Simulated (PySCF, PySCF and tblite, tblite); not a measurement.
# C6H6ClF: telling isomers apart by computed NMR

Can the signals of one isomer of C6H6ClF be assigned among several candidates?

Programs: PySCF 2.14.0 with density-fitted response routines of our own, and tblite 0.8.0. All values are computed, except where a source is named. Atoms count from 0 throughout.

## 1. The starting structure

14 atoms, charge 0, multiplicity 1; geometry from: MMFF94s geometry. This is the first candidate.

Bonds of the start (Å): C0–C1 1.20, C0–H8 1.06, C1–C2 1.47, C2–C4 1.50, C2–Cl3 1.77, C2–H9 1.10, C4–C5 1.35, C4–H10 1.09, C5–C6 1.49, C5–F7 1.34, C6–H11 1.09, C6–H12 1.10, C6–H13 1.09.

## 2. GFN2-xTB relaxation, isomer A, conformer 1

What the job is given:

```
{"job": {"xc": "GFN2-xTB", "basis": "xTB", "kind": "relax"}, "charge": 0, "multiplicity": 1}
C      2.980200     0.864700    -0.568300
C      2.063400     0.329100     0.000400
C      0.971700    -0.336800     0.722400
Cl     1.626700    -1.709800     1.619000
C     -0.051200    -0.838000    -0.253600
C     -1.335900    -0.457800    -0.393900
C     -2.052200     0.588600     0.393900
F     -2.038400    -1.076600    -1.354800
H      3.781000     1.340100    -1.078900
H      0.530200     0.342500     1.465700
H      0.296300    -1.612400    -0.944700
H     -2.553100     1.278200    -0.284400
H     -1.403700     1.174300     1.055100
H     -2.815800     0.113400     1.016700
```

On the command line:

```sh
$ OMP_NUM_THREADS=1 python ens_run.py task.json out
```

One launch serves the whole session.

What it wrote:

```text
step      E/eV     max force
  0    -682.72968    2.003
  1    -682.78094    1.261
  2    -682.80249    1.385
  3    -682.80786    1.002
  4    -682.82144    0.245
  5    -682.82478    0.182
  6    -682.82893    0.174
  7    -682.82996    0.090
  8    -682.83059    0.071
  9    -682.83110    0.082
 10    -682.83160    0.083
 11    -682.83187    0.043
 12    -682.83201    0.034
 13    -682.83201    0.034
 14    -682.83207    0.028
 15    -682.83216    0.130
 16    -682.83226    0.054
 17    -682.83231    0.031
 18    -682.83236    0.017
 19    -682.83247    0.034
 20    -682.83252    0.029
 21    -682.83260    0.020
 22    -682.83266    0.023
 23    -682.83272    0.021
 24    -682.83279    0.026
 25    -682.83287    0.027
 26    -682.83295    0.023
 27    -682.83303    0.030
 28    -682.83314    0.034
 29    -682.83329    0.034
 30    -682.83352    0.046
 31    -682.83383    0.053
 32    -682.83426    0.057
 33    -682.83481    0.067
 34    -682.83542    0.073
 35    -682.83602    0.068
 36    -682.83656    0.056
 37    -682.83712    0.054
 38    -682.83777    0.075
 39    -682.83850    0.091
 40    -682.83926    0.078
 41    -682.84007    0.093
 42    -682.84103    0.108
 43    -682.84225    0.103
 44    -682.84261    0.177
 45    -682.84419    0.094
 46    -682.84500    0.066
 47    -682.84594    0.071
 48    -682.84644    0.065
 49    -682.84736    0.058
 50    -682.84793    0.075
 51    -682.84843    0.053
 52    -682.84892    0.069
 53    -682.84937    0.053
 54    -682.84976    0.043
 55    -682.85001    0.050
 56    -682.85030    0.055
 57    -682.85069    0.064
 58    -682.85104    0.066
 59    -682.85130    0.056
 60    -682.85152    0.043
 61    -682.85174    0.053
 62    -682.85191    0.039
 63    -682.85209    0.057
 64    -682.85230    0.060
 65    -682.85274    0.062
 66    -682.85317    0.076
 67    -682.85373    0.058
 68    -682.85413    0.051
 69    -682.85437    0.050
 70    -682.85445    0.070
 71    -682.85469    0.030
 72    -682.85481    0.022
 73    -682.85490    0.026
 74    -682.85494    0.019
 75    -682.85499    0.028
 76    -682.85506    0.027
 77    -682.85511    0.019
 78    -682.85517    0.019
 79    -682.85521    0.018
 80    -682.85526    0.031
 81    -682.85534    0.029
 82    -682.85544    0.046
 83    -682.85558    0.040
 84    -682.85571    0.024
 85    -682.85574    0.013
 86    -682.85577    0.017
 87    -682.85580    0.020
 88    -682.85584    0.015
 89    -682.85586    0.013
 90    -682.85590    0.020
 91    -682.85595    0.026
 92    -682.85600    0.024
 93    -682.85607    0.021
 94    -682.85614    0.032
 95    -682.85622    0.041
 96    -682.85629    0.041
 97    -682.85635    0.030
 98    -682.85642    0.021
 99    -682.85648    0.018
100    -682.85653    0.014
101    -682.85655    0.022
102    -682.85657    0.009
103    -682.85658    0.009
104    -682.85659    0.013
105    -682.85660    0.014
106    -682.85661    0.012
107    -682.85662    0.008
108    -682.85663    0.009
109    -682.85664    0.008
110    -682.85665    0.006
111    -682.85666    0.003
```

Wall time 0.67 s (1 thread of Intel Xeon Platinum 8488C, shared host).

Relaxing gained 0.127 eV and moved the atoms by 0.64 Å on average (rms).

GFN2-xTB relaxation, isomer A, conformer 2:

What the job is given:

```
{"job": {"xc": "GFN2-xTB", "basis": "xTB", "kind": "relax"}, "charge": 0, "multiplicity": 1}
C      2.450900    -1.054100    -0.267800
C      1.762400    -0.061400    -0.141900
C      0.960300     1.140700     0.031700
Cl     0.689800     1.473300     1.748800
C     -0.353100     1.054200    -0.697600
C     -1.352300     0.159800    -0.596500
C     -1.421100    -1.008900     0.325600
F     -2.404300     0.352700    -1.408800
H      3.045100    -1.929300    -0.381200
H      1.506300     2.002300    -0.353500
H     -0.503400     1.841700    -1.443300
H     -0.569400    -1.102500     1.002100
H     -1.493800    -1.933700    -0.244600
H     -2.318200    -0.935100     0.943700
```

What it wrote:

```text
step      E/eV     max force
  0    -682.73086    1.839
  1    -682.74073    3.901
  2    -682.80596    1.064
  3    -682.82189    0.871
  4    -682.83374    0.285
  5    -682.84131    0.240
  6    -682.84567    0.216
  7    -682.84866    0.121
  8    -682.85041    0.090
  9    -682.85179    0.110
 10    -682.85307    0.130
 11    -682.85417    0.086
 12    -682.85496    0.065
 13    -682.85574    0.085
 14    -682.85669    0.117
 15    -682.85771    0.107
 16    -682.85851    0.082
 17    -682.85908    0.081
 18    -682.85964    0.080
 19    -682.86043    0.109
 20    -682.86132    0.090
 21    -682.86201    0.073
 22    -682.86246    0.062
 23    -682.86281    0.066
 24    -682.86315    0.069
 25    -682.86343    0.044
 26    -682.86357    0.028
 27    -682.86357    0.028
 28    -682.86362    0.024
 29    -682.86370    0.133
 30    -682.86378    0.085
 31    -682.86384    0.031
 32    -682.86389    0.025
 33    -682.86401    0.066
 34    -682.86412    0.059
 35    -682.86422    0.030
 36    -682.86432    0.023
 37    -682.86443    0.042
 38    -682.86456    0.044
 39    -682.86471    0.031
 40    -682.86487    0.035
 41    -682.86502    0.036
 42    -682.86513    0.028
 43    -682.86523    0.025
 44    -682.86533    0.021
 45    -682.86541    0.021
 46    -682.86547    0.023
 47    -682.86552    0.021
 48    -682.86558    0.023
 49    -682.86566    0.023
 50    -682.86573    0.025
 51    -682.86578    0.019
 52    -682.86582    0.018
 53    -682.86587    0.018
 54    -682.86592    0.024
 55    -682.86596    0.025
 56    -682.86599    0.017
 57    -682.86601    0.013
 58    -682.86603    0.013
 59    -682.86606    0.019
 60    -682.86609    0.022
 61    -682.86612    0.019
 62    -682.86616    0.019
 63    -682.86619    0.015
 64    -682.86621    0.010
 65    -682.86622    0.009
 66    -682.86623    0.010
 67    -682.86624    0.014
 68    -682.86626    0.018
 69    -682.86628    0.016
 70    -682.86629    0.011
 71    -682.86631    0.011
 72    -682.86633    0.015
 73    -682.86635    0.020
 74    -682.86638    0.017
 75    -682.86641    0.010
 76    -682.86643    0.010
 77    -682.86644    0.013
 78    -682.86646    0.012
 79    -682.86647    0.009
 80    -682.86649    0.007
 81    -682.86650    0.009
 82    -682.86651    0.009
 83    -682.86652    0.009
 84    -682.86653    0.011
 85    -682.86654    0.010
 86    -682.86655    0.011
 87    -682.86657    0.011
 88    -682.86658    0.008
 89    -682.86659    0.008
 90    -682.86660    0.007
 91    -682.86660    0.008
 92    -682.86661    0.007
 93    -682.86661    0.005
 94    -682.86661    0.005
 95    -682.86661    0.011
 96    -682.86662    0.006
 97    -682.86662    0.005
 98    -682.86662    0.002
```

Run time: 0.55 s. Hardware: 1 thread of Intel Xeon Platinum 8488C, shared host.

The energy fell by 0.136 eV, and the atoms moved 0.11 Å (root mean square).

## 3. Shieldings, isomer A, conformer 1: PBE0/pcSseg-1

What the job is given:

```
{"job": {"xc": "PBE0", "basis": "pcSseg-1", "kind": "nmr", "pop": true}, "charge": 0, "multiplicity": 1}
C      3.334722     0.435286    -0.555287
C      2.235050     0.322120    -0.096082
C      0.922095     0.134802     0.468073
Cl     1.090112    -0.969106     1.926919
C     -0.022126    -0.483335    -0.504762
C     -1.343299    -0.420330    -0.400468
C     -2.180462     0.232879     0.640825
F     -2.081425    -1.019329    -1.363924
H      4.294080     0.556521    -0.961891
H      0.543725     1.075816     0.874585
H      0.417295    -1.039247    -1.319633
H     -2.592280     1.168724     0.261832
H     -1.603368     0.426910     1.538226
H     -3.014797    -0.422184     0.886403
```

What it wrote:

```text
coarse grid: 12952 points
cycle   1  E = -791.4779996872  dE =  1.091e+00  |g| = 5.939e-01  |ddm| = 3.615e+00
cycle   2  E = -791.4407024133  dE =  3.730e-02  |g| = 7.682e-01  |ddm| = 1.347e+00
cycle   3  E = -791.5500672874  dE = -1.094e-01  |g| = 1.228e-01  |ddm| = 7.533e-01
cycle   4  E = -791.5526854805  dE = -2.618e-03  |g| = 6.496e-02  |ddm| = 1.395e-01
cycle   5  E = -791.5535817293  dE = -8.962e-04  |g| = 2.383e-02  |ddm| = 5.586e-02
cycle   6  E = -791.5537105556  dE = -1.288e-04  |g| = 4.470e-03  |ddm| = 2.153e-02
cycle   7  E = -791.5537147487  dE = -4.193e-06  |g| = 1.629e-03  |ddm| = 5.351e-03
final grid: 122832 points
cycle   8  E = -791.6091464280  dE = -4.858e-05  |g| = 7.125e-03  |ddm| = 6.423e-02
cycle   9  E = -791.6091418738  dE =  4.554e-06  |g| = 8.622e-03  |ddm| = 1.369e-02
cycle  10  E = -791.6091573289  dE = -1.546e-05  |g| = 1.631e-03  |ddm| = 7.434e-03
cycle  11  E = -791.6091577749  dE = -4.460e-07  |g| = 5.069e-04  |ddm| = 1.671e-03
cycle  12  E = -791.6091578254  dE = -5.053e-08  |g| = 2.284e-04  |ddm| = 4.891e-04
cycle  13  E = -791.6091578374  dE = -1.197e-08  |g| = 4.829e-05  |ddm| = 1.991e-04
cycle  14  E = -791.6091578379  dE = -4.793e-10  |g| = 1.685e-05  |ddm| = 5.888e-05
converged SCF energy = -791.6091578379

GIAO shielding tensors (ppm)
atom      isotropic    diamagn.    paramagn.     s11        s22        s33       span
  0 C      102.237     256.999    -154.762     37.797     43.278    225.636    187.839
  1 C      100.238     257.269    -157.031     -4.855      3.697    301.871    306.726
  2 C      136.737     241.278    -104.541    110.071    134.939    165.201     55.130
  3 Cl     634.479    1145.762    -511.283    253.608    577.788   1072.042    818.434
  4 C       70.866     257.346    -186.480    -19.487     95.648    136.436    155.922
  5 C       10.729     251.176    -240.447    -90.759     53.504     69.441    160.200
  6 C      169.880     250.268     -80.388    159.504    163.129    187.007     27.503
  7 F      252.976     474.948    -221.972    155.413    276.418    327.097    171.684
  8 H       29.434      33.472      -4.038     24.767     24.940     38.596     13.829
  9 H       26.614      28.066      -1.452     23.410     25.534     30.898      7.488
 10 H       25.905      31.001      -5.096     22.814     25.106     29.796      6.982
 11 H       29.565      27.846       1.719     25.954     26.706     36.036     10.083
 12 H       29.386      29.823      -0.437     24.335     30.394     33.430      9.095
 13 H       29.709      26.739       2.970     26.023     27.324     35.780      9.757
```

Run time: 23 s. Hardware: 1 thread of Intel Xeon Platinum 8488C, shared host; peak memory 0.79 GiB.

This run: HOMO -7.49 eV, LUMO -1.10 eV; dipole 1.90 D.

## 4. Shieldings, isomer A, conformer 2: PBE0/pcSseg-1

What the job is given:

```
{"job": {"xc": "PBE0", "basis": "pcSseg-1", "kind": "nmr", "pop": false}, "charge": 0, "multiplicity": 1}
C      2.330789    -1.091090    -0.210315
C      1.692022    -0.081183    -0.134223
C      0.933230     1.141219    -0.016363
Cl     0.642556     1.460783     1.763657
C     -0.369231     1.107458    -0.746650
C     -1.302912     0.177784    -0.588566
C     -1.326385    -1.009375     0.301766
F     -2.430681     0.294296    -1.329622
H      2.890377    -1.974713    -0.291358
H      1.539141     1.985481    -0.354066
H     -0.559517     1.918476    -1.433489
H     -0.431329    -1.054223     0.911223
H     -1.402754    -1.915526    -0.298708
H     -2.205983    -0.959860     0.943298
```

What it wrote:

```text
coarse grid: 12952 points
cycle   1  E = -791.4782180045  dE =  1.098e+00  |g| = 5.914e-01  |ddm| = 3.553e+00
cycle   2  E = -791.4452484964  dE =  3.297e-02  |g| = 7.534e-01  |ddm| = 1.211e+00
cycle   3  E = -791.5482883279  dE = -1.030e-01  |g| = 1.341e-01  |ddm| = 6.428e-01
cycle   4  E = -791.5514796676  dE = -3.191e-03  |g| = 6.714e-02  |ddm| = 1.598e-01
cycle   5  E = -791.5524569836  dE = -9.773e-04  |g| = 2.268e-02  |ddm| = 5.681e-02
cycle   6  E = -791.5525725632  dE = -1.156e-04  |g| = 4.233e-03  |ddm| = 2.048e-02
cycle   7  E = -791.5525762929  dE = -3.730e-06  |g| = 1.547e-03  |ddm| = 5.117e-03
final grid: 122832 points
cycle   8  E = -791.6083280792  dE = -4.536e-05  |g| = 7.023e-03  |ddm| = 4.174e-02
cycle   9  E = -791.6083224058  dE =  5.673e-06  |g| = 8.982e-03  |ddm| = 1.381e-02
cycle  10  E = -791.6083382496  dE = -1.584e-05  |g| = 1.502e-03  |ddm| = 8.152e-03
cycle  11  E = -791.6083385903  dE = -3.407e-07  |g| = 5.248e-04  |ddm| = 1.369e-03
cycle  12  E = -791.6083386476  dE = -5.732e-08  |g| = 2.095e-04  |ddm| = 4.605e-04
cycle  13  E = -791.6083386578  dE = -1.018e-08  |g| = 4.243e-05  |ddm| = 1.819e-04
cycle  14  E = -791.6083386582  dE = -3.629e-10  |g| = 1.526e-05  |ddm| = 5.609e-05
converged SCF energy = -791.6083386582

GIAO shielding tensors (ppm)
atom      isotropic    diamagn.    paramagn.     s11        s22        s33       span
  0 C      102.018     257.483    -155.465     36.666     49.553    219.836    183.170
  1 C      100.775     264.801    -164.026     -3.932      5.873    300.385    304.317
  2 C      138.050     241.212    -103.163    112.307    136.309    165.533     53.226
  3 Cl     646.309    1146.254    -499.944    301.987    574.032   1062.909    760.922
  4 C       75.175     255.356    -180.181    -13.927     92.843    146.609    160.536
  5 C        5.356     251.545    -246.188   -100.840     47.786     69.123    169.963
  6 C      166.959     250.065     -83.106    158.819    161.513    180.545     21.726
  7 F      249.082     475.079    -225.997    143.092    273.282    330.872    187.780
  8 H       29.325      33.946      -4.621     24.579     25.133     38.264     13.685
  9 H       26.700      27.630      -0.929     22.777     24.626     32.699      9.922
 10 H       25.889      29.993      -4.104     23.256     26.368     28.043      4.787
 11 H       28.582      30.416      -1.835     24.151     28.130     33.464      9.312
 12 H       29.631      28.549       1.082     26.345     26.809     35.740      9.395
 13 H       29.608      27.476       2.132     26.336     26.806     35.681      9.345
```

Wall time 21 s (1 thread of Intel Xeon Platinum 8488C, shared host); peak memory 0.82 GiB.

This run: HOMO -7.42 eV, LUMO -1.06 eV; dipole 1.62 D.

## 5. Averages, isomer A: properties at PBE0/pcSseg-1

What the job is given:

```
{"job": {"study": "conf", "smiles": "C#C[C@H](Cl)/C=C(\\C)F", "search": {"seed": 9573, "n_embed": 60, "ff_keep": 14, "window": 2.5, "nmax": 6, "temps": [250, 298.15, 350], "t_ref": 298.15, "order": 0.001}, "level": {"nmr": {"xc": "PBE0", "basis": "pcSseg-1"}}, "kind": "conf"}, "charge": 0, "multiplicity": 1}
C      3.334722     0.435286    -0.555287
C      2.235050     0.322120    -0.096082
C      0.922095     0.134802     0.468073
Cl     1.090112    -0.969106     1.926919
C     -0.022126    -0.483335    -0.504762
C     -1.343299    -0.420330    -0.400468
C     -2.180462     0.232879     0.640825
F     -2.081425    -1.019329    -1.363924
H      4.294080     0.556521    -0.961891
H      0.543725     1.075816     0.874585
H      0.417295    -1.039247    -1.319633
H     -2.592280     1.168724     0.261832
H     -1.603368     0.426910     1.538226
H     -3.014797    -0.422184     0.886403
```

What it wrote:

```text
conformer  sym    E(xTB)   E(DFT)   G(298.15 K)  weight  dipole/D
    1     C1      0.230    0.000    0.000   0.7243    1.903
    2     C1      0.000    0.015    0.572   0.2757    1.620

mean shielding (ppm) by class
class atoms           250 K   298.15 K      350 K
  0 C  0            102.179    102.177    102.175
  1 C  1            100.381    100.386     100.39
  2 C  2            137.086    137.099     137.11
  3 Cl 3            637.625     637.74    637.838
  4 C  4             72.012     72.053     72.089
  5 C  5                9.3      9.248      9.203
  6 C  6            169.103    169.075    169.051
  7 F  7            251.941    251.903    251.871
  8 H  8             29.405     29.404     29.403
  9 H  9             26.637     26.638     26.638
 10 H  10            25.901     25.901     25.901
 11 H  11,12,13      29.479     29.476     29.474
```

It took 47 s on 1 thread of Intel Xeon Platinum 8488C, shared host. This counts the runs that the step sums up.

The search (ETKDG, MMFF94s, GFN2-xTB) embedded 60 structures, kept 2 distinct ones after the force field and 2 after xTB; 2 were carried on (window 2.5 kcal/mol at the search's own energies). Energies: PBE0/pcSseg-1 with D3(BJ).

Conformer by conformer (298 K):

```tsv
no.	group	mirror pair	ΔE xTB	ΔE DFT	ΔG	weight (%)	μ (D)	Cl3–C2–C4–C5 (°)	A, B, C (GHz)
1	C1	no	0.23	0.00	0.00	72.4	1.90	81	2.52, 1.01, 0.81
2	C1	no	0.00	0.01	0.57	27.6	1.62	-67	2.23, 1.20, 0.98
```

Energies in kcal/mol. ΔG holds xTB vibrations and rotation, symmetry numbers and mirror pairs.

Weights (%) by temperature:

```tsv
no.	250 K	298 K	350 K
1	73.4	72.4	71.6
2	26.6	27.6	28.4
```

Other ways of weighting, at the same temperature:

```tsv
scheme	1	2	mean μ (D)
DFT free energy	72	28	1.82
DFT energy, symmetry counted	51	49	1.76
DFT energy alone	51	49	1.76
xTB energy, symmetry counted	40	60	1.73
xTB free energy	63	37	1.80
lowest conformer only	100	0	1.90
equal weights	50	50	1.76
conformers found from three starts alone	100	0	1.90
```

Shifts against references run at the same level (¹⁹F CFCl3 170.9, ¹H TMS 31.72, ¹³C TMS 186.9, ³⁵Cl HCl 950 ppm of shielding), by class of atoms, at 298 K:

```tsv
atoms	environment	no. 1	no. 2	average
C5	fully substituted alkene carbon	176.2	181.6	177.7
C4	alkene CH	116.1	111.8	114.9
C1	alkyne carbon	86.7	86.2	86.5
C0	terminal alkyne carbon	84.7	84.9	84.7
C2	allylic sp3 CH bonded to Cl	50.2	48.9	49.8
C6	allylic methyl carbon	17.0	20.0	17.9
H10	hydrogen on an alkene CH	5.81	5.83	5.82
H9	hydrogen on an allylic sp3 CH bonded to Cl	5.10	5.02	5.08
H8	hydrogen on a terminal alkyne carbon	2.28	2.39	2.31
H11, H12, H13	hydrogen on an allylic methyl carbon	2.16	2.44	2.24
Cl3	chlorine bonded to C	315	303	312
F7	vinylic fluorine	-82.0	-78.1	-81.0
```

Effective distances for nuclear Overhauser effects, ⟨r⁻⁶⟩^(−1/6) over all pairs of two classes (Å): H9···H10 2.72; H9···H11 2.86; H10···H11 3.97.

## 6. GFN2-xTB relaxation, isomer B, conformer 1

What the job is given:

```
{"job": {"xc": "GFN2-xTB", "basis": "xTB", "kind": "relax"}, "charge": 0, "multiplicity": 1}
C      3.181300     0.785100     0.423000
C      2.272100     0.046900     0.120000
C      1.191800    -0.876600    -0.220000
Cl     1.675500    -1.787600    -1.677500
C     -0.054700    -0.095100    -0.540500
C     -1.220400    -0.222500     0.106900
C     -2.448900     0.555200    -0.219100
F     -1.274100    -1.100300     1.136100
H      3.974900     1.443400     0.682900
H      1.013300    -1.599600     0.583400
H      0.014400     0.610300    -1.373800
H     -2.764500     1.134500     0.656600
H     -2.304900     1.240700    -1.043900
H     -3.256400    -0.135000    -0.479300
```

What it wrote:

```text
step      E/eV     max force
  0    -682.79057    1.380
  1    -682.81230    2.298
  2    -682.83983    1.148
  3    -682.85425    0.713
  4    -682.86196    0.248
  5    -682.86641    0.199
  6    -682.86980    0.202
  7    -682.87132    0.089
  8    -682.87199    0.066
  9    -682.87240    0.061
 10    -682.87280    0.060
 11    -682.87315    0.066
 12    -682.87349    0.061
 13    -682.87382    0.062
 14    -682.87414    0.066
 15    -682.87442    0.047
 16    -682.87465    0.049
 17    -682.87486    0.047
 18    -682.87504    0.047
 19    -682.87516    0.030
 20    -682.87516    0.030
 21    -682.87521    0.025
 22    -682.87531    0.028
 23    -682.87533    0.066
 24    -682.87538    0.029
 25    -682.87544    0.019
 26    -682.87548    0.020
 27    -682.87552    0.020
 28    -682.87557    0.019
 29    -682.87562    0.019
 30    -682.87566    0.018
 31    -682.87570    0.021
 32    -682.87576    0.019
 33    -682.87583    0.024
 34    -682.87590    0.021
 35    -682.87597    0.020
 36    -682.87602    0.021
 37    -682.87608    0.021
 38    -682.87615    0.025
 39    -682.87621    0.023
 40    -682.87625    0.019
 41    -682.87630    0.020
 42    -682.87635    0.024
 43    -682.87640    0.018
 44    -682.87644    0.022
 45    -682.87648    0.020
 46    -682.87652    0.018
 47    -682.87656    0.019
 48    -682.87659    0.016
 49    -682.87662    0.019
 50    -682.87668    0.021
 51    -682.87675    0.030
 52    -682.87685    0.031
 53    -682.87697    0.028
 54    -682.87711    0.035
 55    -682.87723    0.033
 56    -682.87732    0.021
 57    -682.87737    0.015
 58    -682.87740    0.016
 59    -682.87743    0.021
 60    -682.87746    0.015
 61    -682.87748    0.010
 62    -682.87749    0.007
 63    -682.87750    0.010
 64    -682.87751    0.011
 65    -682.87752    0.009
 66    -682.87753    0.009
 67    -682.87754    0.008
 68    -682.87754    0.011
 69    -682.87755    0.009
 70    -682.87756    0.007
 71    -682.87757    0.007
 72    -682.87758    0.010
 73    -682.87759    0.012
 74    -682.87761    0.013
 75    -682.87762    0.014
 76    -682.87763    0.012
 77    -682.87764    0.010
 78    -682.87765    0.010
 79    -682.87767    0.009
 80    -682.87768    0.010
 81    -682.87769    0.010
 82    -682.87770    0.012
 83    -682.87772    0.012
 84    -682.87773    0.009
 85    -682.87774    0.009
 86    -682.87775    0.010
 87    -682.87777    0.037
 88    -682.87780    0.031
 89    -682.87784    0.023
 90    -682.87791    0.019
 91    -682.87792    0.012
 92    -682.87794    0.010
 93    -682.87796    0.024
 94    -682.87798    0.016
 95    -682.87799    0.005
 96    -682.87799    0.007
 97    -682.87799    0.006
 98    -682.87799    0.003
```

Run time: 0.53 s. Hardware: 1 thread of Intel Xeon Platinum 8488C, shared host.

Relaxing gained 0.087 eV and moved the atoms by 0.11 Å on average (rms).

[end of part 1 of 2]
